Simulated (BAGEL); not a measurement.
# A workflow on singlet [SiH3O4]+

Aim: a single-point energy (singlet [SiH3O4]+, HF/6-31G*), then a single-point energy (doublet SiH3O4, NEVPT2(3,3)/6-31G*), then the energy (doublet SiH3O4, CASPT2(3,3)/6-31G*) of H3O4Si. 

The calculation is run with BAGEL 1.2.2.

### 1 The molecule

[SiH3O4]+: 8 atoms, total charge +1, spin state singlet. As SMILES of the parent species, `[O][Si](O)(O)O`. One bond was lengthened or shortened from a relaxed shape. That shape belongs to the parent species and isn't relaxed for this state.

Bond lengths: O1–Si2 1.656 Å, Si2–O3 1.631 Å, Si2–O4 1.622 Å, Si2–O5 1.624 Å, O3–H6 0.959 Å, O4–H7 0.959 Å, O5–H8 0.814 Å. Angles: O1–Si2–O3 102.2°, O1–Si2–O4 107.0°, O1–Si2–O5 116.5°, O3–Si2–O4 116.6°, O3–Si2–O5 108.2°, O4–Si2–O5 106.6°, Si2–O3–H6 117.6°, Si2–O4–H7 116.9°, Si2–O5–H8 118.2°.

### 2 The energy at HF/6-31G(d) (density fitting with svp-jkfit, spherical functions) (run 1)

The input, input.json:

```json
{ "bagel": [

{
  "title": "molecule",
  "basis": "6-31gs.json",
  "df_basis": "svp-jkfit",
  "angstrom": false,
  "geometry": [
    { "atom": "O", "xyz": [ -2.65015948,  0.22525157,  2.37219777 ] },
    { "atom": "Si", "xyz": [ -0.34129210, -0.13209564,  0.28971958 ] },
    { "atom": "O", "xyz": [  2.13972933, -0.37020113,  2.10158899 ] },
    { "atom": "O", "xyz": [ -0.44352628,  2.28750969, -1.58810127 ] },
    { "atom": "O", "xyz": [ -0.47451779, -2.63069152, -1.48794578 ] },
    { "atom": "H", "xyz": [  2.43131407,  0.95317408,  3.30515556 ] },
    { "atom": "H", "xyz": [ -0.14891798,  1.97381516, -3.34762526 ] },
    { "atom": "H", "xyz": [ -0.31180481, -4.00773117, -0.82070806 ] }
  ]
},
{ "title": "hf", "charge": 1 },
{ "title": "print", "file": "orbitals.molden", "orbitals": true }

]}
```

The basis set 6-31G* is read from a file made from the Basis Set Exchange's data (not shown).

Launch:

```bash
$ BAGEL_NUM_THREADS=1 BAGEL input.json > input.out
```

Output:

```text
* using 1 threads per process

  ===============================================================
  ===============================================================

  *** Geometry ***

  { "atom" : "O", "xyz" : [     -2.650159,      0.225252,      2.372198 ] },
  { "atom" : "Si", "xyz" : [     -0.341292,     -0.132096,      0.289720 ] },
  { "atom" : "O", "xyz" : [      2.139729,     -0.370201,      2.101589 ] },
[... 4 lines of this table left out ...]
  { "atom" : "H", "xyz" : [     -0.311805,     -4.007731,     -0.820708 ] },

  Number of auxiliary basis functions:      490

  Since a DF basis is specified, we compute 2- and 3-index integrals:
    o Being stored without compression. Storage requirement is 0.025 GB

  Number of basis functions:       80
  Number of electrons      :       49

    * METHOD: MOLECULE                             0.37

  *** RHF ***

  === Nuclear Repulsion ===
   258.4264183561

      * DIIS with orbital gradients will be used.

  === RHF iteration (6-31gs.json) ===
      0       -589.38117124          0.02571273           0.09
      1       -589.54597913          0.01830050           0.10
      2       -589.69125337          0.00410493           0.09
[... 43 lines of this table left out ...]
     46       -589.70274405          0.00000001           0.09
    * SCF iteration converged.

    * Permanent dipole moment:
           (    0.515509,    -0.111306,    -1.095043) a.u.

    * METHOD: HF                                   4.43

    * METHOD: PRINT                                0.04

  ===============================================================
```

Wall time 5.7 s (1 thread of AMD EPYC 7R43 (Zen 3), shared host); peak memory 0.11 GiB.

### 3 Doublet neutral SiH3O4: the energy at NEVPT2(3,3)/6-31G(d) (density fitting with svp-jkfit, spherical functions) (run 2)

The input, calc.json:

```json
{ "bagel" : [

{
  "title" : "molecule",
  "basis" : "6-31gs.json",
  "df_basis" : "svp-jkfit",
  "geometry" : [
    { "atom" : "O", "xyz" : [ -2.65015948,  0.22525157,  2.37219777 ] },
    { "atom" : "Si", "xyz" : [ -0.34129210, -0.13209564,  0.28971958 ] },
    { "atom" : "O", "xyz" : [  2.13972933, -0.37020113,  2.10158899 ] },
    { "atom" : "O", "xyz" : [ -0.44352628,  2.28750969, -1.58810127 ] },
    { "atom" : "O", "xyz" : [ -0.47451779, -2.63069152, -1.48794578 ] },
    { "atom" : "H", "xyz" : [  2.43131407,  0.95317408,  3.30515556 ] },
    { "atom" : "H", "xyz" : [ -0.14891798,  1.97381516, -3.34762526 ] },
    { "atom" : "H", "xyz" : [ -0.31180481, -4.00773117, -0.82070806 ] }
  ]
},
{ "title" : "hf", "charge" : 1 },
{ "title" : "casscf", "nstate" : 1, "nact" : 3, "nclosed" : 23, "nspin" : 1, "active" : [12, 25, 32], "maxiter" : 200, "natocc" : true },
{
  "title" : "nevpt2",
  "nstate" : 1,
  "nact" : 3,
  "nclosed" : 23,
  "nspin" : 1,
  "active" : [12, 25, 32],
  "maxiter" : 200,
  "natocc" : true,
  "ncore" : 9
},
{ "title" : "print", "file" : "orbitals.molden", "orbitals" : true }

]}
```

The basis set 6-31G* is read from a file made from the Basis Set Exchange's data (not shown).

Launch:

```bash
$ BAGEL_NUM_THREADS=1 BAGEL calc.json > calc.out
```

Output:

```text
* using 1 threads per process

  ===============================================================
  ===============================================================

  *** Geometry ***

  { "atom" : "O", "xyz" : [     -2.650159,      0.225252,      2.372198 ] },
  { "atom" : "Si", "xyz" : [     -0.341292,     -0.132096,      0.289720 ] },
  { "atom" : "O", "xyz" : [      2.139729,     -0.370201,      2.101589 ] },
[... 4 lines of this table left out ...]
  { "atom" : "H", "xyz" : [     -0.311805,     -4.007731,     -0.820708 ] },

[... 23 lines left out ...]
    * SCF iteration converged.
[... 1 line left out ...]
    * Permanent dipole moment:
[... 28 lines left out ...]
    * Second-order optimization converged. *
[... 12 lines left out ...]
     * ci vector, state   0, <S^2> = 0.7500
[... 3 lines left out ...]
    * METHOD: CASSCF                               9.09

    * freezing 9 orbitals

  === DF-NEVPT2 calculation ===

    * 3-index integral transformation done
    * assembly done

      NEVPT2 correlation energy:   -0.7214132980      0.27

          (+0)     -0.5989854963
          (+0)'    -0.0387841356
          (+1)     -0.0146365080
          (+1)'    -0.0000084528
          (+2)     -0.0003703140
          (-1)     -0.0636997144
          (-1)'    -0.0000106421
          (-2)     -0.0049180348

      NEVPT2 total energy:       -590.9537457312

    * METHOD: NEVPT2                               0.46

    * METHOD: PRINT                                0.04

  ===============================================================
```

It took 16 s on 1 thread of AMD EPYC 7R43 (Zen 3), shared host; peak memory 0.14 GiB.

### 4 Doublet neutral SiH3O4: the energy at CASPT2(3,3)/6-31G(d) (density fitting with svp-jkfit, spherical functions) (run 3)

The input, input.json:

```json
{ "bagel" : [

{
  "title" : "molecule",
  "basis" : "6-31gs.json",
  "df_basis" : "svp-jkfit",
  "geometry" : [
    { "atom" : "O", "xyz" : [    -2.65015948,     0.22525157,     2.37219777 ] },
    { "atom" : "Si", "xyz" : [    -0.34129210,    -0.13209564,     0.28971958 ] },
    { "atom" : "O", "xyz" : [     2.13972933,    -0.37020113,     2.10158899 ] },
    { "atom" : "O", "xyz" : [    -0.44352628,     2.28750969,    -1.58810127 ] },
    { "atom" : "O", "xyz" : [    -0.47451779,    -2.63069152,    -1.48794578 ] },
    { "atom" : "H", "xyz" : [     2.43131407,     0.95317408,     3.30515556 ] },
    { "atom" : "H", "xyz" : [    -0.14891798,     1.97381516,    -3.34762526 ] },
    { "atom" : "H", "xyz" : [    -0.31180481,    -4.00773117,    -0.82070806 ] }
  ]
},

{ "title" : "hf", "charge" : 1 },

{ "title" : "casscf", "nstate" : 1, "nact" : 3, "nclosed" : 23, "nspin" : 1, "active" : [12, 25, 32], "maxiter" : 200, "natocc" : true },

{ "title" : "print", "file" : "orbitals.molden", "orbitals" : true },

{ "title" : "smith", "method" : "caspt2", "ms" : true, "xms" : true, "sssr" : true, "shift" : 0.2, "shift_imag" : true, "ncore" : 9 }

]}
```

The basis set 6-31G* is read from a file made from the Basis Set Exchange's data (not shown).

Launch:

```bash
$ BAGEL_NUM_THREADS=1 BAGEL input.json > input.out
```

Output:

```text
* using 1 threads per process

  ===============================================================
  ===============================================================

  *** Geometry ***

  { "atom" : "O", "xyz" : [     -2.650159,      0.225252,      2.372198 ] },
  { "atom" : "Si", "xyz" : [     -0.341292,     -0.132096,      0.289720 ] },
  { "atom" : "O", "xyz" : [      2.139729,     -0.370201,      2.101589 ] },
[... 4 lines of this table left out ...]
  { "atom" : "H", "xyz" : [     -0.311805,     -4.007731,     -0.820708 ] },

[... 25 lines left out ...]
    * Permanent dipole moment:
[... 41 lines left out ...]
     * ci vector, state   0, <S^2> = 0.7500
[... 21 lines left out ...]
       #      aibj      arbs      arbi      airj      risj      airs      arst      rist         Etot      error   time
[... 10 lines left out ...]
      ------------------------------------------------------------------------------------------------------------------

    * CASPT2 energy : state  0     -590.9621279332
        w/o shift correction       -590.9596689764
        reference weight              0.8331246087

    * METHOD: SMITH                                2.50

  ===============================================================
```

Run time: 18 s. Hardware: 1 thread of AMD EPYC 7R43 (Zen 3), shared host; peak memory 0.22 GiB.

### 5 Summary of results

| quantity | value |
| --- | --- |
| run 1, HF/6-31G*: total energy | -589.70274 Eh |
| run 1, HF/6-31G*: HOMO energy | -19.91 eV |
| run 1, HF/6-31G*: LUMO energy | -11.31 eV |
| run 1, HF/6-31G*: HOMO–LUMO gap | 8.60 eV |
| doublet neutral SiH3O4, run 2: total energy | -590.95375 Eh |
| doublet neutral SiH3O4, run 3: total energy | -590.96213 Eh |
